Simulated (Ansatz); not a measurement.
# W: the cost of one run

Method: DFT PBE, scalar-relativistic, plane waves, PAW, in Ansatz 0.2.0.

1 further run of the same task is left out (set aside as unsound or not needed).

## 1. The system as given

Symmetry: Im-3m, No. 229, cubic system. The conventional cell has a = 3.184 Å, b = 3.184 Å, c = 3.184 Å, α = 90.00°, β = 90.00°, γ = 90.00°. Around W (site symmetry m-3m) lie 8 W at 2.76 Å.

Coordinates:

```
W
1.0
    -1.59177    1.59177    1.59177
     1.59177   -1.59177    1.59177
     1.59177    1.59177   -1.59177
W
1
Cartesian
  0.0000 0.0000 0.0000
```

It is the result of an earlier relaxation at this level (volume 16.13 Å³/atom; gap on the mesh: none (metal)).

## 2. The bulk in the cell of the plane

Contents of input.yaml:

```yaml
crystal:
  lattice:
    - [2.7570339078, 0.0, 0.0]
    - [-0.9190113026, 2.5993564963, 0.0]
    - [0.9190113026, 1.2996782481, 2.2511087592]
  atoms:
    - { symbol: W, position: [0.0, 0.0, 0.0] }
basis:
  ecutwfc: 420
kpoints:
  mp_grid: { grid: [13, 13, 15] }
hamiltonian:
  xc: pbe
scf:
  occupations: { method: gaussian, width: 0.1 }
output:
  forces: true
  stress: true
  eigenvalues: true
  write_density: true
  write_potential: true
  elf: true
  volumetric_format: npy
```

Started as:

```sh
ansatz run input.yaml --threads 2 --pin off --max-ram 5120MiB --backend cpu --events-out ev --progress --plain --runs-dir out
```

**Question.** How long does this run take on 2 threads of Arm Neoverse V1, shared host, and how much memory does it need?

About 4.9 s, with a peak of 0.4 GiB.
